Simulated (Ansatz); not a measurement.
Relaxation of a periodic cell of 15 atoms, W (host W, host structure bcc, one W atom removed), to a largest force component of 0.03 eV/Å in at most 60 steps.

Method: Ansatz, DFT PBE-D3(BJ), scalar-relativistic, plane waves, PAW. Settings: PAW set soft_1, cutoff 420 eV, k mesh 3x3x3, gaussian smearing 0.1 eV, no spin polarisation.

```xyz
15
Lattice="6.3200 0.0000 0.0000 0.0000 6.3200 0.0000 0.0000 0.0000 6.3200" Properties=species:S:1:pos:R:3
W 1.580 -1.580 -1.580
W 3.160 0.000 0.000
W 0.000 3.160 0.000
W 0.000 0.000 3.160
W 1.580 1.580 1.580
W 3.160 3.160 0.000
W 3.160 0.000 3.160
W 4.740 1.580 1.580
W 0.000 3.160 3.160
W 1.580 4.740 1.580
W 1.580 1.580 4.740
W 3.160 3.160 3.160
W 4.740 4.740 1.580
W 4.740 1.580 4.740
W 4.740 4.740 4.740
```

**Question.** Where does it end, and by what steps?

**Answer.** It converged. Limits of this set-up: coarse k mesh. After 2 steps the energy has fallen by 0.063 eV; W1 moved furthest, 0.03 Å.

| step | energy less start (eV) | largest force component (eV/Å) | accepted |
| --- | --- | --- | --- |
| 0 | 0.0000 | 0.329 | yes |
| 1 | 0.6556 | 1.059 | no |
| 2 | -0.0628 | 0.005 | yes |

```xyz
15
Lattice="6.3200 0.0000 0.0000 0.0000 6.3200 0.0000 0.0000 0.0000 6.3200" Properties=species:S:1:pos:R:3
W 1.564 -1.564 -1.564
W 3.160 0.000 0.000
W 0.000 3.160 0.000
W 0.000 0.000 3.160
W 1.564 1.564 1.564
W 3.160 3.160 0.000
W 3.160 0.000 3.160
W 4.756 1.564 1.564
W 0.000 3.160 3.160
W 1.564 4.756 1.564
W 1.564 1.564 4.756
W 3.160 3.160 3.160
W 4.756 4.756 1.564
W 4.756 1.564 4.756
W 4.756 4.756 4.756
```

Whether the end is a true minimum wasn't checked by a vibrational analysis.

Time of the run: 5.4 s on 4 threads of Arm Neoverse V1 (shared host), peak memory 0.8 GiB.
